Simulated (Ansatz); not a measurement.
Crystal: Bi2TeSe2 (Skippenite).

```xyz
5
Lattice="2.0915 1.2075 9.7123 -2.0915 1.2075 9.7123 0.0000 -2.4151 9.7123" Properties=species:S:1:pos:R:3 pbc="T T T"
Bi    0.0000    0.0000   17.5387
Bi    0.0000    0.0000   11.5983
Te    0.0000    0.0000    0.0000
Se    0.0000    0.0000   22.9716
Se    0.0000    0.0000    6.1654
```

```yaml
Program: Ansatz 0.2.0
Task: relaxation of cell and atoms
Functional: revPBE
Potentials_or_basis: Ansatz PAW
Cutoff: "420 eV (not typed: the program's choice for these potentials)"
k_mesh: 7 × 7 × 7
Occupations: fermi-dirac, width 0.05 eV
Spin: no spin polarisation
```

At the start: volume 29.43 Å³/atom.

**Question.** Where does the relaxation end?

**Answer.** It ends after 20 steps and the volume is 42.39 Å³/atom (+44.0 %); space group R-3m (No. 166, to 0.05 Å).

Step by step:
```tsv
step	energy change (eV)	largest force (eV/Å)	volume (Å³)
1	0.0000	1.8675	147.17
2	-0.5591	0.1774	157.93
3	-0.6265	0.0296	168.27
4	-0.6527	0.0207	173.36
5	-0.6722	0.0389	179.23
6	-0.6725	0.0091	181.79
7	-0.6730	0.0012	180.65
8	-0.6871	0.0020	180.65
9	-0.6944	0.0161	184.32
10	-0.7027	0.0363	190.99
11	-0.7039	0.0676	199.40
12	-0.7054	0.0205	199.99
13	-0.7057	0.0025	199.27
14	-0.7086	0.0028	199.27
15	-0.7088	0.0032	200.54
16	-0.7091	0.0092	206.19
17	-0.7090	0.0056	209.29
18	-0.7088	0.0013	211.50
19	-0.7088	0.0004	211.96
20	-0.7101	0.0006	211.96
```

Final structure:
```yaml
crystal:
  lattice:
    - [2.15497, 1.24417, 13.17583]
    - [-2.15497, 1.24417, 13.17583]
    - [0.00000, -2.48835, 13.17583]
  atoms:
    - { symbol: Bi, position: [0.61222, 0.61222, 0.61222] }
    - { symbol: Bi, position: [0.38778, 0.38778, 0.38778] }
    - { symbol: Te, position: [0.00000, 0.00000, 0.00000] }
    - { symbol: Se, position: [0.75928, 0.75928, 0.75928] }
    - { symbol: Se, position: [0.24072, 0.24072, 0.24072] }
```

Caveat: the volume moved by over 15 % at a fixed basis, so the end points are rough; the plane-wave basis is chosen anew once the cell has moved, so the energies of steps on either side of that aren't comparable; the volume moved by +44 % from the deposited cell, more than functionals usually miss; the PAW data sets come from PBE, with cores solved anew for the run's functional, which leaves a small shift of forces and pressure.
